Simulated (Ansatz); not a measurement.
# CH3IOSi: how energies converge with the basis set

An exercise on one series of results from a longer session: the logs are not shown, and one member is left open.

The runs use Ansatz 0.2.0, Gaussian basis; one geometry, several basis sets.

Levels to be run: PBE0-D4/def2-SVP; ωB97M-V/def2-SVP; PBE0-D4/def2-QZVPP; ωB97M-V/def2-QZVPP; the functionals' def2-TZVPP values are taken from earlier runs.

## Structure used throughout

All runs share one geometry, relaxed beforehand with PBE0-D4 in a triple-zeta def2 set. I takes the def2 core potential; no spin-orbit term is included.

SMILES `I[SiH]1CO1`, 7 atoms, charge 0, spin multiplicity 1.

Atoms are counted from 1 here; the program's logs count them from 0.

Bond lengths: I1–Si2 2.410 Å, Si2–C3 1.799 Å, Si2–O4 1.650 Å, Si2–H5 1.474 Å, C3–O4 1.486 Å, C3–H6 1.088 Å, C3–H7 1.088 Å. Angles: I1–Si2–C3 122.2°, I1–Si2–O4 118.0°, I1–Si2–H5 110.2°, C3–Si2–O4 50.8°, C3–Si2–H5 124.8°, O4–Si2–H5 117.5°, Si2–C3–O4 59.4°, Si2–C3–H6 120.9°, Si2–C3–H7 122.7°, O4–C3–H6 112.7°, O4–C3–H7 112.7°, H6–C3–H7 114.0°, Si2–O4–C3 69.8°.

The first run:

The input, in.yaml:

```yaml
crystal:
  periodic: [false, false, false]
  atoms:
    - {symbol: I, position_ang: [1.033867, -2.187515, -1.498532]}
    - {symbol: Si, position_ang: [-0.092130, -0.785687, 0.106904]}
    - {symbol: C, position_ang: [-0.136438, 1.006445, -0.048087]}
    - {symbol: O, position_ang: [0.799992, 0.351946, 0.901430]}
    - {symbol: H, position_ang: [-1.040949, -1.584596, 0.903916]}
    - {symbol: H, position_ang: [0.377462, 1.509720, -0.863828]}
    - {symbol: H, position_ang: [-0.880703, 1.621687, 0.452599]}
basis:
  gaussian: {orbitals: def2-SVP}
hamiltonian: {xc: pbe0, dispersion: d4}
output: {orbitals: {seedname: orbitals}}
```

Launch:

```bash
$ ansatz run in.yaml --threads 2 --pin off --events-out ev --progress --plain --max-ram 4352MiB
```

Among the steps run: PBE0-D4 in def2-SVP; ωB97M-V in def2-SVP; PBE0-D4 in def2-QZVPP; ωB97M-V in def2-QZVPP.

One table of the session follows, with a row left open; its other results are not shown here.

It belongs to the step «Functionals by basis». 

| functional | basis | HOMO (eV) |
| --- | --- | --- |
| PBE0-D4 | def2-SVP | -7.57 |
| PBE0-D4 | def2-TZVPP | -7.60 |
| PBE0-D4 | def2-QZVPP | -7.62 |
| ωB97M-V | def2-SVP | -9.68 |
| ωB97M-V | def2-TZVPP | ? |
| ωB97M-V | def2-QZVPP | -9.77 |

Estimate the missing values for ωB97M-V, def2-TZVPP.

As computed: HOMO (eV): -9.75. In the column «HOMO (eV)» it lies between ωB97M-V, def2-QZVPP (-9.77) and ωB97M-V, def2-SVP (-9.68).
